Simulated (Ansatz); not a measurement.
# FH₂SbSe: one species, many methods

How much do the methods differ for FH₂SbSe? The plan is to run it at one geometry with functionals of several rungs and with coupled cluster. The yardstick is the atomisation energy at the CCSD(T) limit.

Method: functionals in def2-TZVPP, the program's frozen cores in correlated methods; program: Ansatz 0.2.0, Gaussian basis.

The runs, in order: LDA (SPW92), PBE-D4, revPBE-D4, BLYP-D4, r2SCAN-D4, B97M-V, PBE0-D4, B3LYP-D4, r2SCANh-D4, r2SCAN0-D4, HSE06-D4, BHLYP-D4, CAM-B3LYP-D4, LC-ωPBE, ωB97X-V, ωB97M-V, B2PLYP, PBE-QIDH; CCSD(T)/def2-SVP; CCSD(T)/def2-TZVPP; MP2/def2-QZVPP; extrapolation to the limit; RPA on PBE.

### Step 1. The geometry

The geometry comes from an earlier relaxation with PBE0-D4 in a triple-zeta def2 set; it is a stationary point. Sb takes the def2 core potential; no spin-orbit term is included.

SMILES `[F][SbH][SeH]`, 5 atoms, charge 0, spin multiplicity 1.

Atoms are counted from 1 here; the program's logs count them from 0.

Bond lengths: F1–Sb2 1.922 Å, Sb2–Se3 2.540 Å, Sb2–H4 1.715 Å, Se3–H5 1.468 Å. Angles: F1–Sb2–Se3 99.4°, F1–Sb2–H4 92.2°, Se3–Sb2–H4 92.9°, Sb2–Se3–H5 94.4°.

### Step 2. LDA

This LDA is Slater exchange with PW92 correlation.

Contents of in.yaml:

```yaml
crystal:
  periodic: [false, false, false]
  atoms:
    - {symbol: F, position_ang: [-1.483030, -0.388225, 1.284420]}
    - {symbol: Sb, position_ang: [-1.097015, 0.176393, -0.511975]}
    - {symbol: Se, position_ang: [1.121494, 1.347010, -0.110457]}
    - {symbol: H, position_ang: [-0.341771, -1.316473, -0.888093]}
    - {symbol: H, position_ang: [1.850222, 0.107696, 0.184606]}
basis:
  gaussian: {orbitals: def2-TZVPP}
hamiltonian: {xc: lda}
output: {orbitals: {seedname: orbitals}}
```

Command:

```bash
$ ansatz run in.yaml --threads 2 --pin off --events-out ev --progress --plain --max-ram 4352MiB
```

Further steps of the session: PBE-D4 (GGA); revPBE-D4 (GGA); BLYP-D4 (GGA); r2SCAN-D4 (meta-GGA); B97M-V (meta-GGA); PBE0-D4 (hybrid); B3LYP-D4 (hybrid); r2SCANh-D4 (hybrid); r2SCAN0-D4 (hybrid); HSE06-D4 (hybrid); BHLYP-D4 (hybrid); CAM-B3LYP-D4 (range-separated); LC-ωPBE (range-separated); ωB97X-V (range-separated); ωB97M-V (range-separated); B2PLYP (double hybrid); PBE-QIDH (double hybrid); CCSD(T) in def2-SVP; CCSD(T) in def2-TZVPP; MP2 in def2-QZVPP; RPA on PBE orbitals.

Before running them: what should the planned runs give, taken together? Wanted: atomisation energy, CCSD(T)/CBS; farthest beyond LDA; mean size of error, GGA; mean size of error, meta-GGA; mean size of error, hybrid; mean size of error, range-separated; mean size of error, double hybrid; gap, smallest and largest; T1 diagnostic.

The runs gave:

| quantity | value |
| --- | --- |
| atomisation energy, CCSD(T)/CBS | 1269.8 kJ/mol |
| functionals within 12.7 kJ/mol (1.0 %) | B97M-V, B3LYP-D4, ωB97X-V |
| farthest beyond LDA | BHLYP-D4 (-82.1 kJ/mol) |
| mean size of error, GGA | 21.8 kJ/mol |
| mean size of error, meta-GGA | 12.1 kJ/mol |
| mean size of error, hybrid | 45.5 kJ/mol |
| mean size of error, range-separated | 28.7 kJ/mol |
| mean size of error, double hybrid | 55.9 kJ/mol |
| gap, smallest and largest | 3.99 eV (BLYP-D4), 10.66 eV (LC-ωPBE) |
| T1 diagnostic | 0.0130 |
| triples share of the correlation energy | 3.2 % |

In words: The LDA atomisation energy is off by 243.9 kJ/mol (19 %): it overbinds. PBE-D4 misses by +23.4 kJ/mol. Double hybrids carry the basis error of their MP2 part in triple zeta, and no dispersion term here, so their miss is partly the set-up's. Taken by rung, meta-GGA functionals do best (12.1 kJ/mol on average) and double hybrid ones worst beyond LDA (55.9 kJ/mol). The reference freezes the cores and leaves out spin-orbit coupling and excitations past (T), and its outer-core shells are covered unevenly, so misses under about 12.7 kJ/mol can't be ranked. All levels share the lack of spin-orbit coupling, which lowers the free heavy atoms and so the true binding. Hartree-Fock recovers 58 % of the binding; the rest is correlation. CCSD(T) in def2-SVP is off by -191.8 kJ/mol, more than most functionals: a good method in a small basis is no reference. The gap grows from 4.0 to 10.7 eV across the functionals, mostly with the share of exact exchange. Correlated methods include outer-core shells of Sb, Se, which these sets cover unevenly.
